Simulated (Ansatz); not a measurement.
# NaGaB: the cost of one run

Method: DFT PBE, scalar-relativistic, plane waves, PAW, in Ansatz 0.2.0.

### 1 The structure to begin with

It takes space group P-6m2 (No. 187, hexagonal). Conventional cell: a = 4.039 Å, b = 4.039 Å, c = 3.253 Å, α = 90.00°, β = 90.00°, γ = 120.00°. Around Na (site symmetry -6m2) lie 3 Ga at 2.33 Å and 6 B at 2.84 Å. Ga (site symmetry -6m2) has 3 Na at 2.33 Å and 6 B at 2.84 Å in its first shell of neighbours. B (site symmetry -6m2) has 6 Na at 2.84 Å and 6 Ga at 2.84 Å in its first shell of neighbours.

Coordinates:

```cif
data_structure
_symmetry_space_group_name_H-M 'P 1'
_symmetry_Int_Tables_number 1
_cell_length_a 4.0389
_cell_length_b 4.0389
_cell_length_c 3.2535
_cell_angle_alpha 90.000
_cell_angle_beta 90.000
_cell_angle_gamma 120.000
_cell_volume 45.96
loop_
_atom_site_label
_atom_site_type_symbol
_atom_site_fract_x
_atom_site_fract_y
_atom_site_fract_z
_atom_site_occupancy
Na1 Na 0.66667 0.33333 0.00000 1
Ga1 Ga 0.33333 0.66667 0.00000 1
B1 B 0.00000 0.00000 0.50000 1
```

Recipe of the guess: random cell by space group and Wyckoff sites (P-6m2, No. 187). The dimensions are guesses.

### 2 A first look at the guess

input.yaml

```yaml
crystal:
  lattice:
    - [4.03892503, 0.0, 0.0]
    - [-2.01946251, 3.49781168, 0.0]
    - [0.0, 0.0, 3.25347445]
  atoms:
    - { symbol: Na, position: [0.66666667, 0.33333333, 0.0] }
    - { symbol: Ga, position: [0.33333333, 0.66666667, 0.0] }
    - { symbol: B, position: [0.0, 0.0, 0.5] }
basis:
  ecutwfc: 420
kpoints:
  mp_grid: { grid: [6, 6, 6] }
hamiltonian:
  xc: pbe
scf:
  occupations: { method: gaussian, width: 0.1 }
  lower_state_search: "off"
output:
  forces: true
  stress: true
  eigenvalues: true
```

Started as:

```console
$ ansatz run input.yaml --threads 1 --pin off --max-ram 2560MiB --backend cpu --events-out ev --progress --plain --runs-dir out
```

Q: Estimate wall time and peak memory on 1 thread of Intel Xeon at 2.50GHz (Skylake/Cascade Lake), shared host.

About 3.7 s, with a peak of 0.34 GiB.
